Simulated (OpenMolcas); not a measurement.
# Ga⁺: CASSCF and CASPT2 terms and fine-structure levels

Wanted: the level scheme of Ga⁺ from active-space wave functions, then second-order correlation under several settings.

Program: OpenMolcas 26.06. Level of theory: state-averaged CASSCF and CASPT2, spin-orbit coupling by RASSI with atomic mean-field integrals. These are calculated values, not measurements, unless marked.

## (1) The system

| Quantity | Value |
| --- | --- |
| Species | Ga⁺ (gallium, Z = 31, 30 electrons) |
| Basis | ANO-RCC-VTZP [6s5p3d1f], 43 functions |
| Scalar Hamiltonian | DKH3, point nucleus |
| Inactive shells | 1s 2s 2p 3s 3p 3d |
| Active space | 2 electrons in 4 orbitals (4s 4p) |
| Some configurations of this space | 4p2, 4s 4p, 4s2 |
| Orbitals | optimised for each spin and parity, averaged over the low roots |

The outer shells:

4p2
```
4p [↑ ][↑ ][  ]
```

4s 4p
```
4s [↑ ]
4p [↑ ][  ][  ]
```

4s2
```
4s [↑↓]
```

Each step is its own input file, run in one work folder so that later steps find the files of earlier ones. Labels, J, g values, rates, χT and fits are worked out afterwards by a script from the matrices that RASSI stores.

## (2) GATEWAY and SEWARD: basis and integrals

File a.inp:

```
&GATEWAY
Coord
1

Ga 0.0 0.0 0.0
Basis=ANO-RCC-VTZP
Group=XYZ
NoMove
AngMom=0.0 0.0 0.0
AMFI
&SEWARD
Relativistic=R03O02
```

The run is started by

```bash
OMP_NUM_THREADS=1 MOLCAS_MEM=2252 MOLCAS_PROJECT=a pymolcas a.inp > a.log
```

## (3) Reference wave functions, triplets of even parity, 3 roots

File a.inp:

```
&RASSCF
FileOrb=start.orb
Symmetry=1
Spin=3
nActEl=2 0 0
Inactive=8 6
Ras2=1 3
CIRoot=3 3 1
SDav=3
CIMx=300
Iter=120 100
PrWF=0.3
OrbListing=Nothing
MaxOrb=0
Atom
>>> COPY $Project.JobIph JOB001
```

start.orb holds the contracted functions of the basis, ordered by shell, or the orbitals of the step before.

## (4) Reference wave functions, singlets of even parity, 7 roots

File a.inp:

```
&RASSCF
FileOrb=start.orb
Symmetry=1
Spin=1
nActEl=2 0 0
Inactive=8 6
Ras2=1 3
CIRoot=7 7 1
SDav=7
CIMx=300
Iter=120 100
PrWF=0.3
OrbListing=Nothing
MaxOrb=0
Atom
>>> COPY $Project.JobIph JOB002
```

## (5) CASSCF: triplets of odd parity, 3 roots

File a.inp:

```
&RASSCF
FileOrb=start.orb
Symmetry=2
Spin=3
nActEl=2 0 0
Inactive=8 6
Ras2=1 3
CIRoot=3 3 1
SDav=3
CIMx=300
Iter=120 100
PrWF=0.3
OrbListing=Nothing
MaxOrb=0
Atom
>>> COPY $Project.JobIph JOB003
```

## (6) CASSCF: singlets of odd parity, 3 roots

a.inp, as its differences from that of step 5:

```diff
@@ -3,3 +3,3 @@
 Symmetry=2
-Spin=3
+Spin=1
 nActEl=2 0 0
@@ -15,2 +15,2 @@
 Atom
->>> COPY $Project.JobIph JOB003
+>>> COPY $Project.JobIph JOB004
```

## (7) RASSI: spin-orbit coupling between the states

File a.inp:

```
&RASSI
NrOfJobIphs=4 3 7 3 3
1 2 3
1 2 3 4 5 6 7
1 2 3
1 2 3
IphNames
JOB001
JOB002
JOB003
JOB004
EJob
SpinOrbit
DIPRint=1.0
SOCoupling=1000.0
Subsets=2
MEES
Property=10
'ANGMOM' 1 'ANGMOM' 2 'ANGMOM' 3 'MLTPL  1' 1 'MLTPL  1' 2 'MLTPL  1' 3
'AMFI' 1 'AMFI' 2 'AMFI' 3 'MLTPL  2' 6
SOProperty=3
'ANGMOM' 1 'ANGMOM' 2 'ANGMOM' 3
```

## (8) CASPT2: IPEA 0.1, real shift 0.3 (closed shells correlated: 3d)

File a.inp:

```
>>> COPY JOB001 $Project.JobIph
&CASPT2
Multistate=3 1 2 3
NoMult
Frozen=3 6
IPEA=0.1
Shift=0.3
MaxIter=60
WThr=0.0 0.3 0.05
PrWF=0.5
NoMix
>>> COPY JOB002 $Project.JobIph
&CASPT2
Multistate=7 1 2 3 4 5 6 7
NoMult
Frozen=3 6
IPEA=0.1
Shift=0.3
MaxIter=60
WThr=0.0 0.3 0.05
PrWF=0.5
NoMix
>>> COPY JOB003 $Project.JobIph
&CASPT2
Multistate=3 1 2 3
NoMult
Frozen=3 6
IPEA=0.1
Shift=0.3
MaxIter=60
WThr=0.0 0.3 0.05
PrWF=0.5
NoMix
>>> COPY JOB004 $Project.JobIph
&CASPT2
Multistate=3 1 2 3
NoMult
Frozen=3 6
IPEA=0.1
Shift=0.3
MaxIter=60
WThr=0.0 0.3 0.05
PrWF=0.5
NoMix
```

## (9) CASPT2: IPEA 0.2 (closed shells correlated: 3d)

File a.inp:

```
>>> COPY JOB001 $Project.JobIph
&CASPT2
Multistate=3 1 2 3
Frozen=3 6
IPEA=0.2
MaxIter=60
WThr=0.0 0.3 0.05
PrWF=0.5
NoMix
>>> COPY JOB002 $Project.JobIph
&CASPT2
Multistate=7 1 2 3 4 5 6 7
Frozen=3 6
IPEA=0.2
MaxIter=60
WThr=0.0 0.3 0.05
PrWF=0.5
NoMix
>>> COPY JOB003 $Project.JobIph
&CASPT2
Multistate=3 1 2 3
Frozen=3 6
IPEA=0.2
MaxIter=60
WThr=0.0 0.3 0.05
PrWF=0.5
NoMix
>>> COPY JOB004 $Project.JobIph
&CASPT2
Multistate=3 1 2 3
Frozen=3 6
IPEA=0.2
MaxIter=60
WThr=0.0 0.3 0.05
PrWF=0.5
NoMix
```

## (10) CASPT2: IPEA 0.5, sigma1 regulariser 0.25 (closed shells correlated: 3s 3p 3d), extended multistate

File a.inp:

```
>>> COPY JOB001 $Project.JobIph
&CASPT2
XMultistate=3 1 2 3
Frozen=2 3
IPEA=0.5
Sig1=0.25
MaxIter=60
WThr=0.0 0.3 0.05
PrWF=0.5
NoMix
>>> COPY JOB002 $Project.JobIph
&CASPT2
XMultistate=7 1 2 3 4 5 6 7
Frozen=2 3
IPEA=0.5
Sig1=0.25
MaxIter=60
WThr=0.0 0.3 0.05
PrWF=0.5
NoMix
>>> COPY JOB003 $Project.JobIph
&CASPT2
XMultistate=3 1 2 3
Frozen=2 3
IPEA=0.5
Sig1=0.25
MaxIter=60
WThr=0.0 0.3 0.05
PrWF=0.5
NoMix
>>> COPY JOB004 $Project.JobIph
&CASPT2
XMultistate=3 1 2 3
Frozen=2 3
IPEA=0.5
Sig1=0.25
MaxIter=60
WThr=0.0 0.3 0.05
PrWF=0.5
NoMix
```

(Steps that only read results are left out.)

Q: Predict the outcome of this session. Wanted: lowest level; first excited level; strongest of the lines computed, by gA, at CASSCF energies.

As calculated:

```
                                                  quantity                                                               value
                                                    method  SS-CASPT2, IPEA 0.1, real shift 0.3 (closed shells correlated: 3d)
                                              lowest level                                         4s2 1S0, 100 % of that term
                               ground level listed by NIST                                                                 1S0
                                       first excited level                                           4s 4p 3P* 0 at 45510 cm-1
strongest of the lines computed, by gA, at CASSCF energies                   4p2 3P2 → 4s 4p 3P* 2, 149.5 nm, A = 1.73e+09 s⁻¹
```

Cost and accuracy by method:

```csv
method,time of its own steps,time with the reference,mean absolute difference from the measured levels (cm-1)
A. CASSCF,7.2 s,7.2 s,5700
"B. SS-CASPT2, IPEA 0.1, real shift 0.3, +3d",1.3 s,8.5 s,3300
"C. SS-CASPT2, IPEA 0.2, +3d",1.4 s,8.7 s,3200
"D. XMS-CASPT2, IPEA 0.5, sigma1 regulariser 0.25, +3s 3p 3d",1.4 s,8.7 s,2600
```

Times are of one thread on a shared host.

**Reading.** Method D lies closest to the measured levels (2600 cm⁻¹ on average) and A farthest (5700). Only the configurations of the active space and the roots asked for are present. No d shell is active. Levels of other configurations are missing from the list.
